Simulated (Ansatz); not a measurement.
**Convergence study of MgO**

Which SCF settings change the result for MgO, and which only the effort? The default run comes first. System: MgO, the measured crystal structure (space group Fm-3m); the cell holds 2 atoms. Source: COD entry 9006779.

The COD cell was measured well above room temperature, so it is larger than a cold one.

Method: DFT r2SCAN, PAW, plane waves, scalar-relativistic, in Ansatz 0.2.0.

## Step 1: Starting point

It takes space group Fm-3m (No. 225, cubic). Conventional cell: a = 4.381 Å, b = 4.381 Å, c = 4.381 Å, α = 90.00°, β = 90.00°, γ = 90.00°. Mg (site symmetry m-3m) is surrounded by 6 O at 2.19 Å. Around O (site symmetry m-3m) lie 6 Mg at 2.19 Å.

Structure file:

```cif
data_structure
_symmetry_space_group_name_H-M 'Fm-3m'
_symmetry_Int_Tables_number 225
_cell_length_a 4.3810
_cell_length_b 4.3810
_cell_length_c 4.3810
_cell_angle_alpha 90.000
_cell_angle_beta 90.000
_cell_angle_gamma 90.000
_cell_volume 84.09
loop_
_atom_site_label
_atom_site_type_symbol
_atom_site_symmetry_multiplicity
_atom_site_Wyckoff_symbol
_atom_site_fract_x
_atom_site_fract_y
_atom_site_fract_z
_atom_site_occupancy
Mg1 Mg 4 a 0.00000 0.00000 0.00000 1
O1 O 4 b 0.50000 0.00000 0.00000 1
```

Atoms are counted from 1 in the order of input.yaml (O2 and so on).

Changes shown after the default run: linear mixing, β 0.2, Kerker; direct minimisation; Broyden, β 0.9, history 8, no preconditioner; Fermi–Dirac width 0.001 eV, no switch to direct minimisation; Fermi–Dirac smearing, width 0.15 eV; Broyden, β 0.7, history 8, no preconditioner; Anderson, β 0.5, history 8, no preconditioner; Anderson, β 1.0, backtracking line search; fixed occupations.

The search for lower states is off throughout, and inputs that name a mixer don't switch to direct minimisation unless they say so. Spin polarisation is off.

## Step 2: Default SCF settings

input.yaml reads:

```yaml
crystal:
  lattice:
    - [0.0, 2.1905, 2.1905]
    - [2.1905, 0.0, 2.1905]
    - [2.1905, 2.1905, 0.0]
  atoms:
    - { symbol: Mg, position: [0.0, 0.0, 0.0] }
    - { symbol: O, position: [0.5, 0.5, 0.5] }
hamiltonian:
  xc: r2scan
  pseudopotentials: { kind: paw }
basis:
  ecutwfc: 500
kpoints:
  mp_grid: { grid: [8, 8, 8] }
scf:
  occupations: { method: fermi_dirac, width: 0.02 }
  lower_state_search: "off"
output:
  forces: true
  stress: true
```

Launch:

```bash
> ansatz run input.yaml --threads 2 --pin off --max-ram 5120MiB --backend cpu --events-out ev --progress --plain --runs-dir out
```

**Question.** Each change named above is then made alone on this input. How many iterations does the default take, and what do the changes move?

**Answer**, as computed:

```
                                                                                             quantity                                              value
                                                                                          default run  6 iterations, with a gap of 4.52 eV on the k-mesh
fewest iterations to that state among the runs shown (an iteration of direct minimisation costs more)                            5 (direct minimisation)
                                                                                most iterations to it                  42 (linear mixing, β 0.2, Kerker)
                                          runs that end in another state, among changes of path alone                                                  0
```

**Reading.** 7 runs solve the same problem and reach the default's state, in 5 to 42 iterations: there the settings change the path, not the answer. Other settings tried on this cell gave no result: Broyden, β 3.0, history 8 (input refused). Counts include iterations that the program adds to test a close, so a difference of one or two ranks nothing. The starting density is a sum of atomic densities corrected by a trained network, so it is already close to self-consistency.

The gaps are Kohn-Sham values of a semilocal functional, not quasiparticle or optical gaps. Such gaps usually fall short of the measured ones.
